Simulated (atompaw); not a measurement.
# Al: the cost of one run

Method: atompaw 4.2.0.5, PBEsol, scalar-relativistic.

**1. The atom and the settings**

Typed settings, in words:

- element: aluminium (Al, Z = 13)
- type: PAW
- frozen core: [Ne]
- valence charge: 3
- reference configuration: 3s2 3p1
- partial waves: 3s (bound): rc 3.00 bohr; 3s channel at 1.2 Ry: rc 3.00 bohr; 3p (bound): rc 3.00 bohr; 3p channel at 4.2 Ry: rc 3.00 bohr
- local potential: bessel scheme, radius 2.55 bohr
- core correction: smooth core density matched at 2.90 bohr
- augmentation charge: besselshape compensation charge, radius 2.55 bohr; PAW radius 3.00 bohr; waves and projectors: custom rrkj gramschmidtortho

**2. Generation**

Input file Al.input:

```
Al 13
GGA-PBESOL scalarrelativistic loggrid 1500 logderivrange -3 5 201
3 3 0 0 0 0
3 1 1
0 0 0
c
c
v
c
v
1
3.00 2.55 2.55 2.90
y
1.2
n
y
4.2
n
custom rrkj gramschmidtortho besselshape
bessel
3.00
3.00
3.00
3.00
PWSCFOUT
UPFDX 0.0125d0 UPFXMIN -7.d0 UPFZMESH 13.d0
END
```

Command:

```
$ atompaw < Al.input > Al.log
```

**Question.** How long does this run take on 1 thread of Intel Xeon 6975P-C, shared host?

About 1.3 s.
